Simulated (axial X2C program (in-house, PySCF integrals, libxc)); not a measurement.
# All-electron X2C curves of InBe, part 1 of 2

What are the state, bond length, wavenumber and bond energy of InBe, and what does spin–orbit coupling change?

Computed with an in-house X2C program for linear molecules on PySCF integrals. Level: all-electron X2C, In dyall-cv3z, Be dyall-cv3z.

All values are calculated.

### Step 1. Input

Input file task.json:

```json
{
 "zs": [
  49,
  4
 ],
 "q": 0,
 "bas": [
  "dyall-cv3z",
  "dyall-cv3z"
 ],
 "levels": [
  "PBE0",
  "HF",
  "BLYP"
 ],
 "cc": true,
 "r0": 2.44,
 "thr": -2.0,
 "nmax": 90,
 "npts": 10,
 "nst": 2,
 "ntry": 6
}
```

Keys: zs atomic numbers; q charge; bas basis sets; levels methods (HF also brings MP2); cc coupled cluster on or off; r0 starting distance in Å; thr threshold in hartree for freezing inner shells (an s shell follows its p shell); nmax most natural virtual spinors; npts points asked for on the curve; nst determinants followed; ntry starts of the search.

Command:

```console
$ python so2c.py task.json out
```

Spin-free means the one-electron spin-free X2C Hamiltonian; two-component (2c) means X2C with spin–orbit coupling and atomic mean-field two-electron Coulomb and Gaunt terms. Basis: In dyall-cv3z contracted to [11s12p9d4f1g], Be dyall-cv3z contracted to [8s8p3d1f]; Gaussian nuclei, density fitting. Masses: In 114.904 u, Be 9.012 u.

Notation: σ, π±, δ± give the projection m of an orbital's angular momentum (0, ±1, ±2), α and β its spin, Λ and M_S the sums; ω is the projection of a spinor's total angular momentum and Ω the sum. Logs are in hartree.

The results follow Hamiltonian by Hamiltonian and level by level.

### Step 2. State search with PBE0

PBE0 moves the distance from 2.440 Å to 2.613 Å and compares determinants there.

Spin-free determinants:

| ΔE (eV) | state | open shells |
| --- | --- | --- |
| 0.00 | M_S = 1/2, Λ = 1 | beyond closed shells: π+α |
| 0.07 | M_S = 1/2, Λ = 0 | beyond closed shells: σα |
| 1.22 | M_S = 3/2, Λ = 1 | beyond closed shells: 2 × σα, π+α |
| 1.40 | M_S = 3/2, Λ = 0 | beyond closed shells: σα, π+α, π-α |
| 1.73 | M_S = 1/2, Λ = 1 | beyond closed shells: 2 × σα, π+β |
| 2.23 | M_S = 1/2, Λ = 2 | beyond closed shells: σα, π+α, π+β |
| 2.23 | M_S = 1/2, Λ = 0 | beyond closed shells: σα, π+β, π-α |

Two-component determinants:

```
ΔE (eV)    state                                  open shells
   0.00  Ω = 1/2                excess of +ω over −ω: ω = 1/2
   0.16  Ω = 3/2                excess of +ω over −ω: ω = 3/2
   1.37  Ω = 5/2   excess of +ω over −ω: 2 × ω = 1/2, ω = 3/2
   1.76  Ω = 3/2            excess of +ω over −ω: 3 × ω = 1/2
   1.88  Ω = 1/2  excess of +ω over −ω: 2 × ω = -1/2, ω = 3/2
   6.40  Ω = 5/2                excess of +ω over −ω: ω = 5/2
```

### Step 3. PBE0, spin-free

State followed: M_S = 1/2, Λ = 1 (beyond closed shells: π+α). The scan is laid around 2.613 Å, a first estimate of the minimum, and this SCF restarts from the orbitals of the search.

Output at 2.613 Å:

```text
spin-free X2C-1e  PBE0
basis functions 183  fitting functions 899  grid points 5082
iter        total energy     max residual
   1      -5895.324229246     2.26e-05
   2      -5895.324229260     1.52e-05
   3      -5895.324229263     4.35e-06
converged
one-electron -8192.39071245  Coulomb 2421.10014068  exact exchange -40.31820000  xc functional -123.40881124  nuclear repulsion 39.69335375
```

Along the bond, energies from the lowest point:

```
R (Å)  E (eV)  μ (D)  HOMO (eV)  LUMO (eV)  iterations
2.273  0.1852  -0.07      -4.39      -2.87          37
2.378  0.0639  -0.15      -4.27      -2.78          23
2.456  0.0178  -0.21      -4.18      -2.72          21
2.535  0.0000  -0.27      -4.11      -2.67          17
2.613  0.0036  -0.33      -4.04      -2.62           3
2.704  0.0271  -0.37      -3.97      -2.57          16
2.796  0.0644  -0.41      -3.91      -2.52          15
2.913  0.1244  -0.42      -3.84      -2.47          13
3.057  0.2045  -0.40      -3.78      -2.42          11
3.266  0.3169  -0.31      -3.70      -2.43          14
```

Dipoles are positive if Be is the positive end.

Outer orbitals at the reference distance:

```
symmetry  occupied  ε (eV)              atomic character
     δ+α       yes  -21.10                     100% In d
      σα       yes  -21.09                      99% In d
     δ-α       yes  -21.07                     100% In d
     π+α       yes  -21.07                     100% In d
      σβ       yes  -21.06                      99% In d
     π-α       yes  -21.05                     100% In d
     δ-β       yes  -21.02                     100% In d
     δ+β       yes  -21.02                     100% In d
     π-β       yes  -21.02                     100% In d
     π+β       yes  -21.02                     100% In d
      σα       yes  -10.16  66% In s, 19% Be s, 11% Be p
      σβ       yes   -9.51  67% In s, 19% Be s, 10% Be p
      σα       yes   -6.32  45% Be s, 33% In p, 14% In s
      σβ       yes   -6.01  49% Be s, 28% In p, 12% In s
     π+α       yes   -4.04            61% In p, 36% Be p
     π-α        no   -2.62            61% In p, 37% Be p
      σα        no   -2.35  51% Be p, 29% In p, 14% Be s
      σβ        no   -2.32   51% Be p, 34% In p, 9% Be s
     π+β        no   -2.08            57% In p, 42% Be p
```

PBE0 fields in the half plane through the axis: z from -2.4 to 4.8 Å across, distance from the axis 0.15 to 2.25 Å upwards; In lies at z = 0 and Be at z = 2.613 Å; the ELF is damped to zero where the density is low.

log10 density (e/bohr³). Ten even steps from ' ' (-4.13 ) to '@' (1.81 ):
```
      ......::::::::::::....................      
    ....::::::::::::::::::::::::::::::::......    
  ....::::::------------::::::----::::::::::....  
....::::------====----------------------::::::....
..::::----==============------------------::::....
..::::----==++++**++++================------::::..
..::----==++**######**++==========++====----::::..
..::----==++**##@@##**++========**##++==----::::..
```

ELF. Ten even steps from ' ' (0.00 ) to '@' (1.00 ):
```
      ..::--======--::......::--==++++==::..      
    ..--==++++++++==--::::::==**####%%##**==..    
  ..--++****++++====----::--++##%%@@@@@@%%##==..  
  ::++****++==------------==##%%@@@@@@@@@@%%##--  
..==****++==--::::::::::--++%%@@@@@@@@@@@@@@%%**::
::++****==--::--==--::::--**%%%%++--**@@@@@@@@##--
--****++--::==######==::::**%%..      ++@@@@@@%%++
--****++--::**--##--**::::**##  @@@@::  @@@@@@%%++
```

Re = 2.558 Å, ωe = 320 cm⁻¹, ωexe = 3.77 cm⁻¹, Be = 0.3083 cm⁻¹, De = 0.625 eV, μ = -0.29 D.

### Step 4. HF, spin-free

Output at 2.613 Å:

```text
spin-free X2C-1e  HF
basis functions 183  fitting functions 899  grid points 5082
iter        total energy     max residual
   1      -5892.870018038     3.25e-01
   2      -5892.891773942     7.32e-03
   3      -5892.892841052     9.37e-03
   4      -5892.893232433     4.62e-03
   5      -5892.893998155     5.18e-03
   6      -5892.894636562     2.64e-02
   7      -5892.896326071     1.73e-02
   8      -5892.898399739     1.33e-02
   9      -5892.900217514     7.81e-03
  10      -5892.900781832     2.53e-03
  11      -5892.900917784     3.17e-03
  12      -5892.900982925     7.11e-04
  13      -5892.900996511     2.74e-04
  14      -5892.900997963     1.90e-04
  15      -5892.900999277     1.21e-04
  16      -5892.900999590     7.52e-05
  17      -5892.900999722     2.74e-05
  18      -5892.900999743     1.01e-05
  19      -5892.900999746     3.44e-06
  20      -5892.900999747     9.75e-07
converged
one-electron -8191.89613402  Coulomb 2420.69863278  exact exchange -161.39685226  xc functional 0.00000000  nuclear repulsion 39.69335375
```

Re = 2.661 Å, ωe = 234.9 cm⁻¹, ωexe = 9.64 cm⁻¹, Be = 0.2849 cm⁻¹, De = 0.113 eV, μ = 0.24 D. ⟨S²⟩ = 1.32 against 0.75 for a pure state, so this determinant mixes spins.

### Step 5. BLYP, spin-free

Output at 2.613 Å:

```text
spin-free X2C-1e  BLYP
basis functions 183  fitting functions 899  grid points 5082
iter        total energy     max residual
   1      -5895.888854141     1.45e-01
   2      -5895.894139262     5.77e-03
   3      -5895.894542521     8.62e-03
   4      -5895.894589634     1.72e-03
   5      -5895.894629442     3.18e-03
   6      -5895.894645649     6.19e-04
   7      -5895.894653412     9.85e-04
   8      -5895.894655559     2.55e-04
   9      -5895.894656028     4.37e-05
  10      -5895.894656036     9.64e-06
converged
one-electron -8191.98316598  Coulomb 2420.66807013  exact exchange 0.00000000  xc functional -164.27291394  nuclear repulsion 39.69335375
```

Re = 2.587 Å, ωe = 297.8 cm⁻¹, ωexe = 3.63 cm⁻¹, Be = 0.3015 cm⁻¹, De = 0.583 eV, μ = -0.40 D.

### Step 6. MP2 and beyond, spin-free

Correlated methods: 15 electrons correlated (frozen shells, counted by type: In 4 s, 3 p, 1 d; Be 1 s), 239 virtual spinors in MP2, 90 natural virtuals in coupled cluster.

Output of the correlated part at 2.613 Å:

```text
correlated 15  virtual 239  natural virtual 90  E(MP2) -0.511438882  MP2 remainder -0.042971074
iter   CCSD correlation   residual
   1     -0.434905928   1.53e-01
   2     -0.449179840   8.06e-02
   3     -0.452577358   5.50e-02
   4     -0.455064215   3.31e-02
   5     -0.456590281   1.62e-02
   6     -0.456989328   7.73e-03
   7     -0.457077349   3.07e-03
   8     -0.457102806   1.28e-03
   9     -0.457091932   5.02e-04
  10     -0.457093196   2.16e-04
  11     -0.457093855   1.03e-04
  12     -0.457094793   5.15e-05
  13     -0.457095719   2.76e-05
  14     -0.457096192   1.54e-05
  15     -0.457096688   1.00e-05
  16     -0.457097091   6.25e-06
  17     -0.457097331   3.40e-06
  18     -0.457097442   1.69e-06
  19     -0.457097476   7.56e-07
  20     -0.457097490   3.33e-07
(T) -0.015309898  T1 0.0766  D1 0.2348  max T2 0.158
```

T1 in the output is the amplitude norm over the root of the electron number; divide by √2 for the Lee–Taylor value.

MP2: No constants are quoted: the reference is strongly spin-contaminated.

CCSD: No constants are quoted: the lowest point is the long end of the scan.

CCSD(T): No constants are quoted: too few points lie around the minimum for a second fit to confirm the first.

### Step 7. A higher determinant, spin-free

State: M_S = 1/2, Λ = 0 (beyond closed shells: σα).

Output at the reference distance:

```text
spin-free X2C-1e  PBE0
basis functions 183  fitting functions 899  grid points 5082
iter        total energy     max residual
   1      -5895.321730419     5.07e-05
   2      -5895.321730429     3.77e-05
   3      -5895.321730441     6.37e-06
   4      -5895.321730441     3.25e-06
converged
one-electron -8192.28849983  Coulomb 2421.04624704  exact exchange -40.33243361  xc functional -123.44039779  nuclear repulsion 39.69335375
```

```
R (Å)  E above the lowest PBE0 point (eV)
2.273                               0.602
2.378                               0.350
2.456                               0.220
2.535                               0.130
2.613                               0.072
2.704                               0.034
2.796                               0.023
2.913                               0.035
3.057                               0.076
```

Re = 2.802 Å, ωe = 267.7 cm⁻¹, ωexe = 3.09 cm⁻¹, Be = 0.2569 cm⁻¹, μ = -1.90 D. Te = 0.02 eV.

### Step 8. The spin-free curves together

Energy (eV) of the followed determinant, spin-free, from each level's lowest point:

```
R (Å)   PBE0     HF  MP2 (spin-contaminated)   CCSD  CCSD(T)   BLYP
2.273  0.185  0.302                    0.274    n/a      n/a  0.203
2.378  0.064  0.115                    0.091  0.151    0.128  0.078
2.456  0.018  0.051                    0.038  0.082    0.061  0.027
2.535  0.000  0.016                    0.010  0.038    0.022  0.003
2.613  0.004  0.001                    0.000  0.013    0.003  0.000
2.704  0.027  0.000                    0.004  0.000    0.000  0.015
2.796  0.064  0.010                    0.018  0.000    0.010  0.045
2.913  0.124  0.031                    0.043    n/a      n/a  0.095
3.057  0.205  0.058                    0.076    n/a      n/a  0.164
3.266  0.317  0.090                    0.120    n/a      n/a  0.266
```

(Continued in part 2 of 2.)
